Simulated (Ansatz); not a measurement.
# Ga4AsN3: the cost of one run

Method: DFT PBE, scalar-relativistic, plane waves, PAW, in Ansatz 0.2.0.

1 further run of the same task is left out (set aside as unsound or not needed).

## 1. The starting structure

It takes space group P-4m2 (No. 115, tetragonal). Conventional cell: a = 3.424 Å, b = 3.424 Å, c = 9.706 Å, α = 90.00°, β = 90.00°, γ = 90.00°. Ga (site symmetry 2mm) is surrounded by 4 N at 2.01 to 2.02 Å. Ga (site symmetry 2mm) has 2 N at 2.02 Å and 2 As at 2.38 Å as nearest neighbours. As (site symmetry -4m2) has 4 Ga at 2.38 Å as nearest neighbours. N (site symmetry 2mm) has 4 Ga at 2.02 Å as nearest neighbours. Around N (site symmetry -4m2) lie 4 Ga at 2.01 Å.

Structure file:

```
CELL_PARAMETERS angstrom
3.42402 0.00000 0.00000
0.00000 3.42402 0.00000
0.00000 0.00000 9.70572
ATOMIC_POSITIONS crystal
Ga 0.50000 0.00000 0.89093
Ga 0.00000 0.50000 0.10907
Ga 0.50000 0.00000 0.32989
Ga 0.00000 0.50000 0.67011
As 0.50000 0.50000 0.50000
N 0.00000 0.00000 0.21862
N 0.00000 0.00000 0.78138
N 0.50000 0.50000 0.00000
```

The cell was relaxed beforehand at this level, from a generated guess; it is a trial structure. At a tolerance of 0.05 Å it has space group P-4m2 (No. 115); it has 14.22 Å³/atom, an uncorrected energy of -0.19 eV/atom over the elements.

## 2. Bands, states and charges

Contents of input.yaml:

```yaml
crystal:
  lattice:
    - [3.4240229667, 0.0, 0.0]
    - [0.0, 3.4240229667, 0.0]
    - [0.0, 0.0, 9.7057180516]
  atoms:
    - { symbol: Ga, position: [0.5, 0.0, 0.8909259509] }
    - { symbol: Ga, position: [0.0, 0.5, 0.1090740491] }
    - { symbol: Ga, position: [0.5, 0.0, 0.3298889235] }
    - { symbol: Ga, position: [0.0, 0.5, 0.6701110765] }
    - { symbol: As, position: [0.5, 0.5, 0.5] }
    - { symbol: "N", position: [0.0, 0.0, 0.2186180229] }
    - { symbol: "N", position: [0.0, 0.0, 0.7813819771] }
    - { symbol: "N", position: [0.5, 0.5, 0.0] }
basis:
  ecutwfc: 420
kpoints:
  mp_grid: { grid: [12, 12, 4] }
  band_path:
    path:
      - [[0.0, 0.0, 0.0], [0.0, 0.5, 0.0], [0.5, 0.5, 0.0], [0.0, 0.0, 0.0], [0.0, 0.0, 0.5], [0.0, 0.5, 0.5], [0.5, 0.5, 0.5], [0.0, 0.0, 0.5]]
      - [[0.0, 0.5, 0.0], [0.0, 0.5, 0.5]]
      - [[0.5, 0.5, 0.0], [0.5, 0.5, 0.5]]
    npoints: 14
hamiltonian:
  xc: pbe
scf:
  occupations: { method: gaussian, width: 0.1 }
  n_extra_bands: 20
output:
  forces: true
  stress: true
  eigenvalues: true
  populations: true
  dos: { projected: true, de: 0.02, nscf_kmesh: { grid: [15, 15, 5] } }
  bader: true
  write_density: true
  write_potential: true
  elf: true
  volumetric_format: npy
```

Started as:

```console
$ ansatz run input.yaml --threads 1 --pin off --max-ram 2560MiB --backend cpu --events-out ev --progress --plain --runs-dir out
```

**Question.** How long does this run take on 1 thread of Intel Xeon at 2.50GHz (Skylake/Cascade Lake), shared host, and how much memory does it need?

About 7 min, with a peak of 0.85 GiB.
